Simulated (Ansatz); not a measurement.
Crystal: BiTe.

```xyz
2
Lattice="2.4227 1.3988 3.3173 -2.4227 1.3988 3.3173 0.0000 -2.7975 3.3173" Properties=species:S:1:pos:R:3 pbc="T T T"
Bi    0.0000    0.0000    4.9759
Te    0.0000    0.0000    0.0000
```

The cell comes from a database or a generator and needn't be the stable form of this composition.

Program: Ansatz 0.2.0. Alike in all runs: task band structure; potentials or basis Ansatz PAW; cell as given; smearing fermi-dirac 0.05 eV. Hardware: 2 threads of Intel(R) Xeon(R) Processor @ 2.50GHz (Skylake/Cascade Lake), on a shared host.

Task: Order these runs on this cell by their wall time, lowest first.
A. level r2SCAN; spin SOC, no magnetisation; k mesh 5 × 5 × 5; cutoff (eV) 500
B. level r2SCAN; spin off; k mesh 7 × 7 × 7; cutoff (eV) 500
C. level PBEsol; spin SOC, no magnetisation; k mesh 5 × 5 × 5; cutoff (eV) 420
D. level RPBE; spin off; k mesh 7 × 7 × 7; cutoff (eV) 420

Result: D (7.5 s), B (18 s), C (49 s), A (110 s).

Runs at the PBE level aren't shown here.
